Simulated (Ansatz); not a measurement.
# H4InNO: vertical ionisation energy

An exercise on one series of results from a longer session: the logs are not shown, and one member is left open.

Program: Ansatz 0.2.0, Gaussian basis. Level of theory: unrestricted cation, the program's frozen cores in correlated methods. These are calculated values, not measurements.

The runs, in order: UKS PBE-D4/def2-TZVPP; UKS r2SCAN-D4/def2-TZVPP; UKS PBE0-D4/def2-TZVPP; UKS B3LYP-D4/def2-TZVPP; UKS wB97X-V/def2-TZVPP; UKS wB97M-V/def2-TZVPP; UKS B2PLYP/def2-TZVPP; UHF-CCSD(T)/def2-TZVPP; UHF-CCSD(T)/def2-QZVPP; extrapolation to the limit; then −ε(HOMO) from the neutral's earlier runs with LDA (SPW92), PBE-D4, revPBE-D4, BLYP-D4, r2SCAN-D4, B97M-V, PBE0-D4, B3LYP-D4, r2SCANh-D4, r2SCAN0-D4, HSE06-D4, BHLYP-D4, CAM-B3LYP-D4, LC-ωPBE, ωB97X-V, ωB97M-V.

## The geometry

An earlier PBE0-D4 in a triple-zeta def2 set relaxation fixed the geometry. In takes the def2 core potential; no spin-orbit term is included.

7 atoms, charge 0, spin multiplicity 1.

Atoms are counted from 1 here; the program's logs count them from 0.

Bond lengths: N1–In2 2.003 Å, N1–H4 1.009 Å, N1–H5 1.007 Å, In2–O3 1.990 Å, In2–H6 1.701 Å, O3–H7 0.959 Å. Angles: In2–N1–H4 117.7°, In2–N1–H5 120.9°, H4–N1–H5 110.5°, N1–In2–O3 107.5°, N1–In2–H6 129.7°, O3–In2–H6 122.6°, In2–O3–H7 113.7°.

Set-up of the first run:

Contents of in.yaml:

```yaml
crystal:
  periodic: [false, false, false]
  atoms:
    - {symbol: N, position_ang: [-1.098783, 0.471839, -0.928735]}
    - {symbol: In, position_ang: [0.284198, 0.305679, 0.510005]}
    - {symbol: O, position_ang: [1.322556, -1.354188, 0.151499]}
    - {symbol: H, position_ang: [-1.323511, -0.354586, -1.461461]}
    - {symbol: H, position_ang: [-1.921445, 1.036919, -0.791943]}
    - {symbol: H, position_ang: [0.678590, 1.380110, 1.768491]}
    - {symbol: H, position_ang: [2.058395, -1.485764, 0.752145]}
basis:
  gaussian: {orbitals: def2-TZVPP}
total_charge: 1
magnetization: {spin_polarized: true, initial_magnetization: 1}
hamiltonian: {xc: pbe, dispersion: d4}
```

Command:

```bash
$ ansatz run in.yaml --threads 2 --pin off --events-out ev --progress --plain --max-ram 22528MiB --backend cpu
```

Among the steps run: Cation, UKS PBE-D4/def2-TZVPP; Cation, UKS r2SCAN-D4/def2-TZVPP; Cation, UKS PBE0-D4/def2-TZVPP; Cation, UKS B3LYP-D4/def2-TZVPP; Cation, UKS wB97X-V/def2-TZVPP; Cation, UKS wB97M-V/def2-TZVPP; Cation, UKS B2PLYP (frozen core)/def2-TZVPP; Cation, UHF-CCSD(T)/def2-TZVPP; Cation, UHF-CCSD(T)/def2-QZVPP.

One table of the session follows, with a row left open; its other results are not shown here.

For comparison, −ε(HOMO) of the neutral from earlier runs:

| functional | −ε(HOMO) (eV) |
| --- | --- |
| LDA (SPW92) | 5.96 |
| PBE-D4 | 5.76 |
| revPBE-D4 | 5.68 |
| BLYP-D4 | 5.65 |
| r2SCAN-D4 | 6.03 |
| B97M-V | 6.08 |
| PBE0-D4 | 7.13 |
| B3LYP-D4 | 6.90 |
| r2SCANh-D4 | ? |
| r2SCAN0-D4 | 7.33 |
| HSE06-D4 | 6.72 |
| BHLYP-D4 | 8.42 |
| CAM-B3LYP-D4 | 8.57 |
| LC-ωPBE | 9.97 |
| ωB97X-V | 9.58 |
| ωB97M-V | 9.50 |

Estimate the missing values for r2SCANh-D4.

Worked estimate for «−ε(HOMO) (eV)». Against the share of exact exchange, r2SCAN-D4 (0, 6.03), r2SCAN0-D4 (0.25, 7.33) give a slope of 5.20 per unit share; at 0.1 the line stands at 6.55.

As computed: −ε(HOMO) (eV): 6.55. In «−ε(HOMO) (eV)» the line misses by 0.00.
